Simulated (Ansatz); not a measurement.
# CH₈ClNSi₂: up Jacob's ladder to CCSD(T)

The task here is to estimate one member of a computed series from the others.

Method: functionals in def2-TZVPP, the program's frozen cores in correlated methods; program: Ansatz 0.2.0, Gaussian basis.

Plan: PBE-D4, r2SCAN-D4, PBE0-D4, B3LYP-D4, ωB97X-V, ωB97M-V, B2PLYP; CCSD(T)/def2-TZVPP; MP2/def2-QZVPP; extrapolation to the limit.

### The geometry

An earlier PBE0-D4 in a triple-zeta def2 set relaxation fixed the geometry.

SMILES `NC([SiH3])[SiH2]Cl`, 13 atoms, charge 0, spin multiplicity 1.

Atoms are counted from 1 here; the program's logs count them from 0.

Bond lengths: N1–C2 1.469 Å, N1–H6 1.013 Å, N1–H7 1.013 Å, C2–Si3 1.893 Å, C2–Si4 1.869 Å, C2–H8 1.101 Å, Si3–H9 1.489 Å, Si3–H10 1.486 Å, Si3–H11 1.490 Å, Si4–Cl5 2.064 Å, Si4–H12 1.483 Å, Si4–H13 1.481 Å. Angles: C2–N1–H6 110.6°, C2–N1–H7 111.4°, H6–N1–H7 107.2°, N1–C2–Si3 113.4°, N1–C2–Si4 109.1°, N1–C2–H8 108.6°, Si3–C2–Si4 114.6°, Si3–C2–H8 107.4°, Si4–C2–H8 103.0°, C2–Si3–H9 112.5°, C2–Si3–H10 109.7°, C2–Si3–H11 107.8°, H9–Si3–H10 109.5°, H9–Si3–H11 109.0°, H10–Si3–H11 108.3°, C2–Si4–Cl5 108.4°, C2–Si4–H12 110.7°, C2–Si4–H13 111.8° and more.

The first run:

File in.yaml:

```yaml
crystal:
  periodic: [false, false, false]
  atoms:
    - {symbol: N, position_ang: [-1.060440, 0.774893, -1.044911]}
    - {symbol: C, position_ang: [-0.556140, 0.073053, 0.143234]}
    - {symbol: Si, position_ang: [0.158024, -1.637124, -0.239984]}
    - {symbol: Si, position_ang: [0.598935, 1.205277, 1.079602]}
    - {symbol: Cl, position_ang: [2.160833, 1.718185, -0.168868]}
    - {symbol: H, position_ang: [-0.296692, 1.026681, -1.661410]}
    - {symbol: H, position_ang: [-1.694333, 0.190583, -1.577346]}
    - {symbol: H, position_ang: [-1.389749, -0.068577, 0.848135]}
    - {symbol: H, position_ang: [0.576184, -2.367267, 0.988569]}
    - {symbol: H, position_ang: [1.320678, -1.500443, -1.155644]}
    - {symbol: H, position_ang: [-0.896920, -2.425359, -0.937109]}
    - {symbol: H, position_ang: [1.169371, 0.510955, 2.259662]}
    - {symbol: H, position_ang: [-0.069452, 2.464441, 1.480871]}
basis:
  gaussian: {orbitals: def2-TZVPP}
hamiltonian: {xc: pbe, dispersion: d4}
output: {forces: true, orbitals: {seedname: orbitals}}
```

Started as:

```bash
> ansatz run in.yaml --threads 4 --pin off --events-out ev --progress --plain --max-ram 10444MiB
```

Steps of the session up to this table: PBE-D4 (GGA); r2SCAN-D4 (meta-GGA); PBE0-D4 (hybrid); B3LYP-D4 (hybrid); ωB97X-V (range-separated); ωB97M-V (range-separated); B2PLYP (double hybrid); CCSD(T) in def2-TZVPP; MP2 in def2-QZVPP.

One table of the session follows, with a row left open; its other results are not shown here.

```
            method  atomisation energy (kcal/mol)
            PBE-D4                         1021.0
         r2SCAN-D4                         1013.8
           PBE0-D4                         1011.1
          B3LYP-D4                         1015.2
           ωB97X-V                         1023.4
           ωB97M-V                         1020.3
            B2PLYP                         1000.4
     HF/def2-TZVPP                          741.4
    MP2/def2-TZVPP                              ?
   CCSD/def2-TZVPP                          974.4
CCSD(T)/def2-TZVPP                          987.3
           MP2/CBS                         1022.2
       CCSD(T)/CBS                         1016.7
```

Estimate the missing values for MP2/def2-TZVPP.

As computed: atomisation energy (kcal/mol): 992.8. In the column «atomisation energy (kcal/mol)» it lies between CCSD(T)/def2-TZVPP (987.3) and B2PLYP (1000.4).
